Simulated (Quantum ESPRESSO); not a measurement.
Al3Au under changes of volume

One of the cells (16.640 Å³/atom); the others are scaled copies at fixed shape and fractional positions:

```
Au Al
1.0
    -2.02533    2.02533    4.05660
     2.02533   -2.02533    4.05660
     2.02533    2.02533   -4.05660
Au Al
1 3
Direct
  0.00000 0.00000 0.00000
  0.50000 0.50000 0.00000
  0.25000 0.75000 0.50000
  0.75000 0.25000 0.50000
```

The cell comes from a database or a generator and needn't be the stable form of this composition.

| Item | Value |
| --- | --- |
| Program | Quantum ESPRESSO 7.5 |
| Functional | LDA |
| Potentials or basis | GBRV 1.5 LDA |
| Cutoff | 612 eV |
| Density cutoff | 4898 eV |
| k mesh | 9 × 9 × 9 |
| Occupations | fermi-dirac, width 0.05 eV |
| Spin | no spin polarisation |

```csv
volume (Å³/atom),energy over the lowest point (meV/atom),pressure (GPa)
15.642,0.00,1.0
15.974,0.29,-1.3
16.307,4.99,-3.3
16.640,13.61,-5.0
16.973,25.70,-6.6
17.306,40.87,-8.0
17.638,?,?
```

Q: What does the run at 17.638 Å³/atom give?

A: Energy over the lowest point 58.75 meV/atom; pressure -9.2 GPa.

Worked out: A Birch-Murnaghan fit of order 3 (a polynomial in V^(-2/3)) to the other rows has its minimum at 15.79 Å³/atom with B0 = V·E''(V) = 108 GPa and B' = 4.7 at fixed shape and positions, which overstates the stiffness. It gives 58.71 meV/atom at 17.638 Å³/atom, against the run's 58.75, and -dE/dV = -9.2 GPa, against -9.2.

Energies are extrapolated to zero smearing.
